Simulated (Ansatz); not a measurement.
# BBrH2IN: the cost of one run

Computed with the Python package of Ansatz 0.2.0. Level of theory: r2SCAN/def2-TZVP.

## 1. The structure

Bond lengths: N1–B2 1.486 Å, B2–Br3 1.971 Å, B2–I4 2.133 Å, N1–H5 1.077 Å, N1–H6 1.088 Å. Angles: N1–B2–Br3 118.1°, N1–B2–I4 122.9°, Br3–B2–I4 119.0°, B2–N1–H5 106.6°, B2–N1–H6 108.2°, H5–N1–H6 100.6°.

The script holds or builds the structure itself.

## 2. Script

The input, tae_bbrh2in.py:

```python
from collections import Counter

import ansatz as az


def single_point(molecule, charge=0, unpaired=0):
    calc = molecule.calculation().basis(gaussian="def2-TZVP").functional("r2SCAN")
    if charge:
        calc = calc.charge(charge)
    if unpaired:
        calc = calc.spin("collinear", total=unpaired)
    return calc.run().report["free_energy_ev"]

GEOMETRY = """
N     0.33470    0.91880    0.19460
B     0.12480   -0.54290    0.02500
Br    1.56750   -1.76040    0.59270
I    -1.64110   -1.36680   -0.84220
H    -0.51040    1.28770    0.75110
H     0.16660    1.39960   -0.76730
"""

geometry = az.Crystal.molecule()
for line in GEOMETRY.strip().splitlines():
    symbol, *xyz = line.split()
    geometry = geometry.atom(symbol, [float(v) for v in xyz])

unpaired = {"N": 3, "B": 1, "Br": 1, "I": 1, "H": 1}
counts = Counter(site.symbol for site in geometry.cartesian_sites)
atom_energy = {s: single_point(az.Crystal.molecule().atom(s, (0, 0, 0)), 0, unpaired[s]) for s in counts}
whole = single_point(geometry, 0, 0)
for s, e in atom_energy.items():
    print(f"{s:2s} x{counts[s]}  {e:14.5f} eV")
print(f"BBrH2IN: {whole:.5f} eV")
split = sum(counts[s] * e for s, e in atom_energy.items()) - whole
print(f"atomisation energy (no zero-point term): {split:.3f} eV, {split / sum(counts.values()):.3f} eV an atom")
```

## 3. Launch

On the command line:

```console
python tae_bbrh2in.py
```

What time and memory should one allow on 1 thread of Intel Xeon Platinum 8488C (Sapphire Rapids), shared host?

About 10 s, with a peak of 0.29 GiB.
